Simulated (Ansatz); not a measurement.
# Sn15Se16: the cost of one run

Computed with Ansatz 0.2.0 (DFT PBE, scalar-relativistic, plane waves, PAW, unless a step's input says otherwise).

4 further runs of the same task are left out: 1 that didn't finish, 3 set aside as unsound or not needed.

## (1) The starting structure

The structure is orthorhombic, space group Pnma (No. 62). Conventional cell: a = 11.785 Å, b = 4.205 Å, c = 4.567 Å, α = 90.00°, β = 90.00°, γ = 90.00°. Sn (site symmetry m) is surrounded by 3 Se at 2.79 to 2.82 Å. Around Se (site symmetry m) lie 3 Sn at 2.79 to 2.82 Å.

Structure file:

```
CELL_PARAMETERS angstrom
11.78476 0.00000 0.00000
0.00000 4.20539 0.00000
0.00000 0.00000 4.56728
ATOMIC_POSITIONS crystal
Sn 0.62118 0.75000 0.38360
Sn 0.87882 0.25000 0.88360
Sn 0.37882 0.25000 0.61640
Sn 0.12118 0.75000 0.11640
Se 0.14515 0.25000 0.52391
Se 0.64515 0.25000 0.97609
Se 0.35485 0.75000 0.02391
Se 0.85485 0.75000 0.47609
```

It goes back to an entry of the Materials Project.

It is the result of an earlier relaxation at this level (volume 28.29 Å³/atom; gap on the mesh: 0.67 eV).

The host's static dielectric tensor, from an earlier linear-response run, has a mean of 36.30.

The perfect supercell (rows 0 0 2; 0 -2 -1; 1 0 0 in vectors of this cell) comes from an earlier run at this level (32 atoms, E(σ→0) -183906.6146 eV, gap 1.05 eV on its own mesh).

## (2) Making the defect

The atom at (0.254, 0.125, 0.621) of the supercell is taken out. The other atoms start on their ideal sites. Its neighbours are 1 Se at 2.79 Å, 2 Se at 2.82 Å.

## (3) Charge state 0

Input file input.yaml:

```yaml
crystal:
  lattice:
    - [0.0, 0.0, 9.1345599389]
    - [0.0, -8.4107882856, -4.5672799694]
    - [11.7847581039, 0.0, 0.0]
  atoms:
    - { symbol: Sn, position: [0.7543014723, 0.125, 0.6211841732] }
    - { symbol: Sn, position: [0.0043014723, 0.625, 0.6211841732] }
    - { symbol: Sn, position: [0.5043014723, 0.625, 0.6211841732] }
    - { symbol: Sn, position: [0.6293014723, 0.375, 0.8788158268] }
    - { symbol: Sn, position: [0.1293014723, 0.375, 0.8788158268] }
    - { symbol: Sn, position: [0.3793014723, 0.875, 0.8788158268] }
    - { symbol: Sn, position: [0.8793014723, 0.875, 0.8788158268] }
    - { symbol: Sn, position: [0.4956985277, 0.375, 0.3788158268] }
    - { symbol: Sn, position: [0.9956985277, 0.375, 0.3788158268] }
    - { symbol: Sn, position: [0.2456985277, 0.875, 0.3788158268] }
    - { symbol: Sn, position: [0.7456985277, 0.875, 0.3788158268] }
    - { symbol: Sn, position: [0.1206985277, 0.125, 0.1211841732] }
    - { symbol: Sn, position: [0.6206985277, 0.125, 0.1211841732] }
    - { symbol: Sn, position: [0.8706985277, 0.625, 0.1211841732] }
    - { symbol: Sn, position: [0.3706985277, 0.625, 0.1211841732] }
    - { symbol: Se, position: [0.4494566184, 0.375, 0.1451509857] }
    - { symbol: Se, position: [0.9494566184, 0.375, 0.1451509857] }
    - { symbol: Se, position: [0.1994566184, 0.875, 0.1451509857] }
    - { symbol: Se, position: [0.6994566184, 0.875, 0.1451509857] }
    - { symbol: Se, position: [0.6755433816, 0.375, 0.6451509857] }
    - { symbol: Se, position: [0.1755433816, 0.375, 0.6451509857], spin: 0.667 }
    - { symbol: Se, position: [0.4255433816, 0.875, 0.6451509857] }
    - { symbol: Se, position: [0.9255433816, 0.875, 0.6451509857], spin: 0.667 }
    - { symbol: Se, position: [0.0744566184, 0.125, 0.3548490143] }
    - { symbol: Se, position: [0.5744566184, 0.125, 0.3548490143] }
    - { symbol: Se, position: [0.8244566184, 0.625, 0.3548490143] }
    - { symbol: Se, position: [0.3244566184, 0.625, 0.3548490143] }
    - { symbol: Se, position: [0.3005433816, 0.125, 0.8548490143], spin: 0.667 }
    - { symbol: Se, position: [0.8005433816, 0.125, 0.8548490143] }
    - { symbol: Se, position: [0.0505433816, 0.625, 0.8548490143] }
    - { symbol: Se, position: [0.5505433816, 0.625, 0.8548490143] }
  host:
    lattice:
      - [11.7847581039, 0.0, 0.0]
      - [0.0, 4.2053941428, 0.0]
      - [0.0, 0.0, 4.5672799694]
    atoms:
      - { symbol: Sn, position: [0.6211841732, 0.75, 0.3836029445] }
      - { symbol: Sn, position: [0.8788158268, 0.25, 0.8836029445] }
      - { symbol: Sn, position: [0.3788158268, 0.25, 0.6163970555] }
      - { symbol: Sn, position: [0.1211841732, 0.75, 0.1163970555] }
      - { symbol: Se, position: [0.1451509857, 0.25, 0.5239132367] }
      - { symbol: Se, position: [0.6451509857, 0.25, 0.9760867633] }
      - { symbol: Se, position: [0.3548490143, 0.75, 0.0239132367] }
      - { symbol: Se, position: [0.8548490143, 0.75, 0.4760867633] }
basis:
  ecutwfc: 420
  xc_grid: 2
kpoints:
  mp_grid: { grid: [2, 2, 2], shift: [0.0, 0.0, 0.0] }
hamiltonian:
  xc: pbe
scf:
  occupations: { method: gaussian, width: 0.01 }
output:
  forces: true
  stress: false
  eigenvalues: true
  populations: true
  charged_corrections:
    defect_position: [0.25430147, 0.125, 0.62118417]
    epsilon: [[28.5818, 0.0, 0.0], [0.0, 47.4262, 0.0], [0.0, 0.0, 32.8783]]
  write_density: true
  write_potential: true
  elf: true
  volumetric_format: npy
magnetization:
  spin_polarized: true
relax:
  adjacent_minimum: "off"
  f_tol: 0.025
  max_steps: 45
```

Launch:

```sh
ansatz run input.yaml --threads 4 --pin off --max-ram 10240MiB --backend cpu --events-out ev --progress --plain --runs-dir out
```

Q: Estimate wall time and peak memory on 4 threads of Intel Xeon 6975P-C (Granite Rapids), shared host.

About 12 min, with a peak of 5.9 GiB.
